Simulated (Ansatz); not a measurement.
# Reference phase of Fe, 1 atom

What do PBEsol, r²SCAN, HSE06 and PBE give for the perfect crystal in this cell, and at what cost?

Program: Ansatz 0.2.0, PAW, plane waves. These are calculated values, not measurements.

## 1. The system as built

1 atoms (1 Fe); a = 2.414 Å, b = 2.414 Å, c = 2.414 Å, α = 109.47°, β = 109.47°, γ = 109.47°. Starting moments add up to 2 μB.

The runs, in order: (2) PBEsol single point at a 13×13×13 mesh, on 2 threads; (3) r²SCAN single point at a 13×13×13 mesh, on 2 threads; (4) HSE06 single point at a 13×13×13 mesh, on 2 threads; (5) PBE single point at a 13×13×13 mesh, on 2 threads.

As a file:

```
CELL_PARAMETERS angstrom
-1.39354 1.39354 1.39354
1.39354 -1.39354 1.39354
1.39354 1.39354 -1.39354
ATOMIC_POSITIONS crystal
Fe 0.00000 0.00000 0.00000
```

## 2. PBEsol on the given atoms

in.yaml reads:

```yaml
crystal:
  lattice:
    - [-1.393543, 1.393543, 1.393543]
    - [1.393543, -1.393543, 1.393543]
    - [1.393543, 1.393543, -1.393543]
  atoms:
    - { symbol: Fe, position: [0.000000, 0.000000, 0.000000], spin: 2.2 }
kpoints:
  mp_grid: { grid: [13, 13, 13] }
hamiltonian:
  xc: pbesol
magnetization:
  spin_polarized: true
scf:
  occupations: { method: fermi_dirac, width: 0.1 }
output:
  forces: true
  eigenvalues: true
  stress: true
  populations: true
```

Started as:

```sh
$ ansatz run in.yaml --threads 2 --pin off --max-ram 4750MiB --runs-dir r --events-out ev --progress --plain
```

## 3. r²SCAN on the same atoms

in.yaml, as its differences from that of step 2:

```diff
@@ -10,3 +10,3 @@
 hamiltonian:
-  xc: pbesol
+  xc: r2scan
 magnetization:
@@ -18,3 +18,2 @@
   eigenvalues: true
-  stress: true
   populations: true
```

## 4. HSE06 on the same atoms

in.yaml, as its differences from that of step 3:

```diff
@@ -10,3 +10,3 @@
 hamiltonian:
-  xc: r2scan
+  xc: hse06
 magnetization:
```

## 5. PBE on the same atoms

in.yaml, as its differences from that of step 4:

```diff
@@ -10,3 +10,3 @@
 hamiltonian:
-  xc: hse06
+  xc: pbe
 magnetization:
```

Q: Predict the outcome of this session. Wanted: for each run, energy; pressure; moment.

The runs gave:

| level | time | energy (eV/atom) | pressure (GPa) | moment (μB) |
| --- | --- | --- | --- | --- |
| PBEsol | 4.5 s (2 CPU threads) | -4448.8480 | -0.39 | 2.07 |
| r²SCAN | 9.1 s (2 CPU threads) | -4485.8430 | - | 2.57 |
| HSE06 | 1.7 min (2 CPU threads) | -4478.9202 | - | 2.67 |
| PBE | 2.7 s (2 CPU threads) | -4480.4696 | - | 2.07 |

| quantity | value |
| --- | --- |
| largest local moment | +2.13 μB on Fe |

**What this shows.** No level run gives a gap: levels at the Fermi energy are partly filled. Exact exchange costs time: HSE06 ran about 23 times as long as PBEsol on the same kind of device. The moment depends on the level of theory: 2.1 μB by PBEsol, 2.6 μB by r²SCAN, 2.7 μB by HSE06, 2.1 μB by PBE.
